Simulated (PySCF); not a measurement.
# One shape, several levels: BH2Br (SMILES BBr)

We compute a comparison of 6 runs (M06-2X/STO-3G, PBE/STO-3G, NEVPT2(2,2)/STO-3G, QCISD(T)/STO-3G, CISD/STO-3G, FCI/STO-3G) of BH2Br. Input form: a Python script.

The results are computed with PySCF 2.14.0.

2 further runs of the same task are left out: 2 set aside as unsound or not needed.

## Step 1: The system as given

BH2Br: 4 atoms, total charge 0, spin state singlet. SMILES: `BBr`. Geometry: relaxed at PBE0-D4/def2-TZVP.

Bond lengths: B1–Br2 1.891 Å, B1–H3 1.188 Å, B1–H4 1.188 Å. Angles: Br2–B1–H3 117.8°, Br2–B1–H4 117.8°, H3–B1–H4 124.3°.

## Step 2: The energy at M06-2X/STO-3G (run 1)

File input.py:

```python
# BBr
from pyscf import gto, dft

system = gto.M(
    atom='''
B     -0.290829     0.047243    -0.183114
Br     2.778086    -0.686726     1.494395
H     -2.099864    -1.166528     0.362260
H     -0.282514     1.692061    -1.711903
''',
    spin=0,
    unit='bohr',
    charge=0,
    basis='sto-3g',
    max_memory=1860,
    verbose=3,
)

myscf = dft.RKS(system)
myscf.xc = 'm06-2x'
myscf.grids.level = 5
myscf.conv_tol = 1e-10
myscf.kernel()
if not myscf.converged:
    myscf = myscf.newton().run(myscf.mo_coeff, myscf.mo_occ)

e_final = myscf.e_tot
print(f'total energy: {e_final:.8f} hartree')
```

The run is started by

```sh
OMP_NUM_THREADS=1 python input.py
```

Log:

```text
converged SCF energy = -2571.78200869189
total energy: -2571.78200869 hartree
```

Run time: 4.2 s. Hardware: 1 thread of Arm Neoverse V1, shared host; peak memory 0.23 GiB.

## Step 3: A single-point energy at PBE/STO-3G (run 2)

File run.py:

```python
from pyscf import gto, dft

mol = gto.Mole()
mol.atom = '''
B   -0.153900   0.025000  -0.096900
Br   1.470100  -0.363400   0.790800
H   -1.111200  -0.617300   0.191700
H   -0.149500   0.895400  -0.905900
'''
mol.verbose = 4
mol.charge = 0
mol.max_memory = 1860
mol.spin = 0
mol.basis = 'sto-3g'
mol.build()

mf = dft.RKS(mol)
mf.xc = 'pbe'
mf.conv_tol = 1e-10
mf.grids.level = 5
mf.kernel()
if not mf.converged:
    mf = mf.newton().run(mf.mo_coeff, mf.mo_occ)

e_tot = mf.e_tot
print(f'total energy: {e_tot:.8f} hartree')
```

The run is started by

```sh
OMP_NUM_THREADS=1 python run.py
```

Log:

```text
PySCF version 2.14.0

[... 71 lines left out ...]
converged SCF energy = -2571.26682084665
total energy: -2571.26682085 hartree
```

Wall time 2.9 s (1 thread of Arm Neoverse V1, shared host); peak memory 0.22 GiB.

Runs 3 to 5 aren't shown in full; the table further down has their settings and results.

## Step 4: The energy at FCI/STO-3G (run 6)

File start.xyz:

```xyz
4

B     -0.153900     0.025000    -0.096900
Br     1.470100    -0.363400     0.790800
H     -1.111200    -0.617300     0.191700
H     -0.149500     0.895400    -0.905900
```

File job.py:

```python
from pyscf import gto, mcscf
from pyscf import fci

molecule = gto.M(
    atom='start.xyz',
    max_memory=1860,
    verbose=3,
    charge=0,
    basis='sto-3g',
)

myscf = molecule.RHF()
myscf.conv_tol = 1e-10
myscf.kernel()
if not myscf.converged:
    myscf = myscf.newton().run(myscf.mo_coeff, myscf.mo_occ)

cas = mcscf.CASCI(myscf, myscf.mo_coeff.shape[-1] - 10, (molecule.nelec[0] - 10, molecule.nelec[1] - 10))  # full CI above the frozen core
cas.fcisolver = fci.direct_spin0.FCI(molecule)  # even spin states alone
cas.kernel()
print('<S^2> = %.4f' % cas.fcisolver.spin_square(cas.ci, cas.ncas, cas.nelecas)[0])
etot = cas.e_tot
print('Final energy', etot)
```

The run is started by

```sh
OMP_NUM_THREADS=1 python job.py
```

Log:

```text
converged SCF energy = -2570.21524440676
CASCI E = -2570.27909422552  E(CI) = -177.875513591180  S^2 = 0.0000000
<S^2> = 0.0000
Final energy -2570.2790942255174
```

Wall time 41 s (1 thread of Arm Neoverse V1, shared host); peak memory 0.52 GiB.

## Step 5: All runs side by side

| run | level | integration grid | active selection | energy (Eh) | dipole moment (D) of the reference | HOMO energy (eV) | LUMO energy (eV) | wall time |
| --- | --- | --- | --- | --- | --- | --- | --- | --- |
| 1 | M06-2X/STO-3G | 5 | – | -2571.782009 | 0.45 | -6.86 | 2.17 | 4.2 s |
| 2 | PBE/STO-3G | 5 | – | -2571.266821 | 0.04 | -4.31 | -0.09 | 2.9 s |
| 3 | NEVPT2(2,2)/STO-3G | – | mp2 natural orbitals | -2570.264320 | 0.98 | -8.65 | 5.94 | 1.2 s |
| 4 | QCISD(T)/STO-3G | – | – | -2570.279139 | 0.98 | -8.65 | 5.94 | 1.1 s |
| 5 | CISD/STO-3G | – | – | -2570.275791 | 0.98 | -8.65 | 5.94 | 0.97 s |
| 6 | FCI/STO-3G | – | – | -2570.279094 | 0.98 | -8.65 | 5.94 | 41 s |

## Step 6: What came out

```
                                           quantity           value
                                run 6: total energy  -2570.27909 Eh
        run 6: dipole moment (Hartree–Fock density)          0.98 D
         run 6: HOMO energy (Hartree–Fock orbitals)        -8.65 eV
         run 6: LUMO energy (Hartree–Fock orbitals)         5.94 eV
       run 6: HOMO–LUMO gap (Hartree–Fock orbitals)        14.59 eV
run 6: correlation energy (10 core orbitals frozen)       -63.8 mEh
```

Against full CI in this basis: QCISD(T) -0.0 mEh; CISD +3.3 mEh. Totals of different functionals can't be ranked against each other. In runs 1, 2, 3, 4, 5, 6 the basis is minimal, so the values are rough. All runs together took 52 s, the longest 41 s.
